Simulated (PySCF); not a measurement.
# C2H6BNS2: the cost of one run

Computed with PySCF 2.14.0, with density-fitted response routines of our own, on a single molecule in the gas phase. Atoms are numbered from 0 throughout.

## Step 1: The molecule as given

12 atoms, charge 0, multiplicity 1; geometry from: GFN2-xTB. The atoms were then displaced at random by about 0.01 Å, so the start is not that level's minimum.

Bonds of the start (Å): N0–B1 1.41, B1–S2 1.82, S2–C3 1.79, C3–C4 1.50, C4–S5 1.84, S5–B1 1.82, N0–H6 1.02, N0–H7 0.98, C3–H8 1.07, C3–H9 1.12, C4–H10 1.09, C4–H11 1.11.

## Step 2: Geometry optimisation at PBE0-D3(BJ)/def2-SVP

The job: settings as JSON, then the geometry in Å.

```
{"job": {"xc": "PBE0", "basis": "def2-SVP", "d3": "d3bj", "grid": 1, "shake": 0.01, "kind": "geom"}, "charge": 0, "multiplicity": 1}
N      2.560550     0.111540     0.240470
B      1.152100     0.056270     0.184510
S      0.222400    -1.469370     0.538660
C     -1.331310    -0.814380    -0.055700
C     -1.455820     0.657580     0.230340
S      0.110370     1.488370    -0.248350
H      3.061430     0.981610     0.057870
H      3.145010    -0.642030     0.448480
H     -1.412900    -1.005660    -1.105780
H     -2.155530    -1.375220     0.463680
H     -2.266700     1.133200    -0.312240
H     -1.589910     0.849820     1.313760
```

The run is started by

```console
OMP_NUM_THREADS=1 python probes_run.py task.json out
```

This one command runs all jobs of the session in turn.

**Question.** How long does this first job take on 1 thread of Arm Neoverse N1, shared host, and how much memory does it need?

About 61 s, with a peak of 0.53 GiB.
